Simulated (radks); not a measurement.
**Spin polarisation of the 4d shell in Ru³⁺**

An exercise on one series of results from a longer session: the logs are not shown, and one member is left open.

The numbers are computed with radks (a radial shooting solver on a logarithmic mesh, Libxc functionals) version 1 (non-relativistic Kohn-Sham, LDA (Slater exchange, Perdew-Wang correlation), spin-polarised, spherical densities, point nucleus), except any that are marked as measured or tabulated.

## The system

* element: ruthenium (Z = 44)
* charge: +3
* electrons: 41
* configuration: [Kr] 4d(up 2.5, down 2.5)

A shell typed twice in an input gives spin up, then spin down.

The first run:

Input:

```text
Z 44
configuration [Kr] 4d2.5 4d2.5
relativity non-relativistic
functional lda,pw
spin polarised
nucleus point
```

Steps of the session up to this table: No moment.

One table of the session follows, with a row left open; its other results are not shown here.

Sizes of the orbitals, from the radial functions (bohr):

| level | <r> | outermost maximum (interpolated) | 90 % within | nodes |
| --- | --- | --- | --- | --- |
| 2s | 0.1510 | 0.128 | 0.232 | 1 |
| 2p | 0.1292 | 0.100 | 0.210 | 0 |
| 3s | 0.4156 | 0.373 | 0.612 | 2 |
| 3p | ? | ? | ? | ? |
| 3d | 0.3838 | 0.301 | 0.610 | 0 |
| 4s | 1.037 | 0.935 | 1.51 | 3 |
| 4p | 1.119 | 0.986 | 1.65 | 2 |
| 4d | 1.428 | 1.16 | 2.21 | 1 |

Estimate the missing values for 3p.

The run gave: <r>: 0.4088; outermost maximum (interpolated): 0.360; 90 % within: 0.616; nodes: 1. In the column «<r>» it lies between 3d (0.3838) and 3s (0.4156).
